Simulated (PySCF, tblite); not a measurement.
**C4H5BrFGe radical: geometry, infrared bands and EPR parameters**

Wanted: the infrared bands and EPR parameters of C4H5BrFGe radical (`FC1=C[CH][GeH2][C@@H]1Br`), by calculation.

Programs: tblite 0.8.0 and PySCF 2.14.0, with density-fitted response routines of our own. Each step states its level of theory. These are calculated values for one molecule in the gas phase, unless marked as measured. Atoms count from 0, in the outputs and in this text.

### Step 1. The starting structure

12 atoms, charge 0, multiplicity 2; geometry from: force field or distance geometry start.

Bonds of the start (Å): F0–C1 1.34, C1–C2 1.34, C2–C3 1.48, C3–Ge4 1.93, Ge4–C5 1.93, C5–Br6 1.93, C5–C1 1.50, C2–H7 1.08, C3–H8 1.12, Ge4–H9 1.55, Ge4–H10 1.54, C5–H11 1.11.

### Step 2. Relaxing the molecule with GFN2-xTB

The job: settings as JSON, then the geometry in Å.

```
{"job": {"kind": "relax", "xc": "GFN2-xTB", "basis": "xTB"}, "charge": 0, "multiplicity": 2}
F     -1.980200     1.602200    -0.642900
C     -0.990200     0.719600    -0.433000
C     -1.037700    -0.524500    -0.936500
C      0.078000    -1.465800    -0.689300
Ge     1.336000    -0.464300     0.381700
C      0.204500     1.100000     0.390100
Br    -0.318500     1.517600     2.204200
H     -1.894700    -0.827200    -1.528500
H     -0.288300    -2.336800    -0.085600
H      2.645500    -0.203300    -0.402700
H      1.516600    -1.077300     1.784600
H      0.730300     1.959100    -0.068100
```

Run with:

```sh
> OMP_NUM_THREADS=1 python probes_run.py task.json out
```

This one command runs all jobs of the session in turn.

**Question.** This job is followed by: GFN2-xTB harmonic vibrations, gas phase; UKS B3LYP, def2-TZVP-core on Br Ge, pcH-1 on C F H, non-relativistic, mean-field spin-orbit, GIAO. What will the session give for the following? strongest single infrared mode (GFN2-xTB); zero-point energy (GFN2-xTB); g(iso) (B3LYP); ⟨S²⟩; largest a(iso); surface potential, 1st and 99th percentile.

The runs gave:

| quantity | value |
| --- | --- |
| strongest single infrared mode (GFN2-xTB) | 2034 cm⁻¹, 320 km/mol |
| zero-point energy (GFN2-xTB) | 43.6 kcal/mol |
| g(iso) (B3LYP) | 2.01117 |
| ⟨S²⟩ | 0.774 (exact 0.75) |
| largest a(iso) | 79Br on Br6, 138.6 MHz |
| surface potential, 1st and 99th percentile | -0.75 V and 1.40 V |

In words: Over 59 steps the energy fell by 1.025 eV; of the close pairs, C5–Br6 changed most, 1.934 to 2.052 Å. No mode is imaginary among the 30: a minimum at this level. The strongest single mode, at 2034 cm⁻¹, moves mainly H10. Unscaled tight-binding wavenumbers are off by several per cent, some by more. Its intensities can rank the bands wrongly. The largest spin populations lie on C3 (0.59 e), C1 (0.53 e). The isotropic g lies 8.9 ppt above the free-electron value. The hyperfine terms hold no scalar relativity, which the heavier nuclei need.
